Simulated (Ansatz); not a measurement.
# C₄H₆Si: up Jacob's ladder to CCSD(T)

How much do the methods differ for C₄H₆Si? The plan is to run it at one geometry with functionals of several rungs and with coupled cluster, and see how far each lands from CCSD(T) at the basis-set limit for the atomisation energy.

Program: Ansatz 0.2.0, Gaussian basis. Level of theory: functionals in def2-TZVPP, the program's frozen cores in correlated methods. These are calculated values, not measurements.

Plan: PBE-D4, r2SCAN-D4, PBE0-D4, B3LYP-D4, ωB97X-V, ωB97M-V, B2PLYP; CCSD(T)/def2-TZVPP; MP2/def2-QZVPP; extrapolation to the limit.

## 1. The relaxed structure

All runs share one geometry, relaxed beforehand with PBE0-D4 in a triple-zeta def2 set.

SMILES `C#CC(=C)[SiH3]`, 11 atoms, charge 0, spin multiplicity 1.

Atoms are counted from 1 here; the program's logs count them from 0.

Bond lengths: C1–C2 1.204 Å, C1–H6 1.064 Å, C2–C3 1.419 Å, C3–C4 1.339 Å, C3–Si5 1.878 Å, C4–H7 1.084 Å, C4–H8 1.085 Å, Si5–H9 1.485 Å, Si5–H10 1.485 Å, Si5–H11 1.486 Å. Angles: C2–C1–H6 178.9°, C1–C2–C3 176.0°, C2–C3–C4 122.2°, C2–C3–Si5 116.6°, C4–C3–Si5 121.2°, C3–C4–H7 121.1°, C3–C4–H8 121.7°, H7–C4–H8 117.2°, C3–Si5–H9 110.1°, C3–Si5–H10 110.1°, C3–Si5–H11 108.2°, H9–Si5–H10 108.7°, H9–Si5–H11 109.9°, H10–Si5–H11 109.9°.

## 2. PBE-D4 (GGA)

File in.yaml:

```yaml
crystal:
  periodic: [false, false, false]
  atoms:
    - {symbol: C, position_ang: [-0.177431, 1.428312, 2.101872]}
    - {symbol: C, position_ang: [-0.246418, 0.636654, 1.197108]}
    - {symbol: C, position_ang: [-0.255629, -0.245868, 0.086480]}
    - {symbol: C, position_ang: [-1.091686, -1.288426, 0.009808]}
    - {symbol: Si, position_ang: [0.972372, 0.118575, -1.286656]}
    - {symbol: H, position_ang: [-0.131847, 2.117661, 2.911283]}
    - {symbol: H, position_ang: [-1.082138, -1.950976, -0.848337]}
    - {symbol: H, position_ang: [-1.804401, -1.507226, 0.798680]}
    - {symbol: H, position_ang: [2.358685, 0.071362, -0.756009]}
    - {symbol: H, position_ang: [0.723517, 1.471339, -1.846731]}
    - {symbol: H, position_ang: [0.800277, -0.908606, -2.346797]}
basis:
  gaussian: {orbitals: def2-TZVPP}
hamiltonian: {xc: pbe, dispersion: d4}
output: {forces: true, orbitals: {seedname: orbitals}}
```

On the command line:

```sh
> ansatz run in.yaml --threads 4 --pin off --events-out ev --progress --plain --max-ram 10444MiB
```

Further steps of the session: r2SCAN-D4 (meta-GGA); PBE0-D4 (hybrid); B3LYP-D4 (hybrid); ωB97X-V (range-separated); ωB97M-V (range-separated); B2PLYP (double hybrid); CCSD(T) in def2-TZVPP; MP2 in def2-QZVPP.

Q: Predict the results of all the runs planned. Wanted: atomisation energy, CCSD(T)/CBS; farthest; mean size of error, hybrid; mean size of error, range-separated; gap, smallest and largest; T1 diagnostic; triples share of the correlation energy.

As calculated:

| quantity | value |
| --- | --- |
| atomisation energy, CCSD(T)/CBS | 4442.2 kJ/mol |
| functionals within 22.2 kJ/mol (0.5 %) | r2SCAN-D4, B3LYP-D4, ωB97X-V, ωB97M-V |
| farthest | PBE-D4 (+110.8 kJ/mol) |
| mean size of error, hybrid | 23.3 kJ/mol |
| mean size of error, range-separated | 6.8 kJ/mol |
| gap, smallest and largest | 4.08 eV (PBE-D4), 10.42 eV (ωB97X-V) |
| T1 diagnostic | 0.0127 |
| triples share of the correlation energy | 4.7 % |

**Reading.** PBE-D4 misses by +110.8 kJ/mol. Double hybrids carry the basis error of their MP2 part in triple zeta, and no dispersion term here, so their miss is partly the set-up's. Misses under about 22.2 kJ/mol are within the doubt on the reference itself, which lacks core-valence correlation, relativity and higher excitations. Hartree-Fock recovers 74 % of the binding; the rest is correlation. Orbital gaps span 4.1 to 10.4 eV; exact exchange widens them. The restricted reference is unstable towards a spin-broken one.
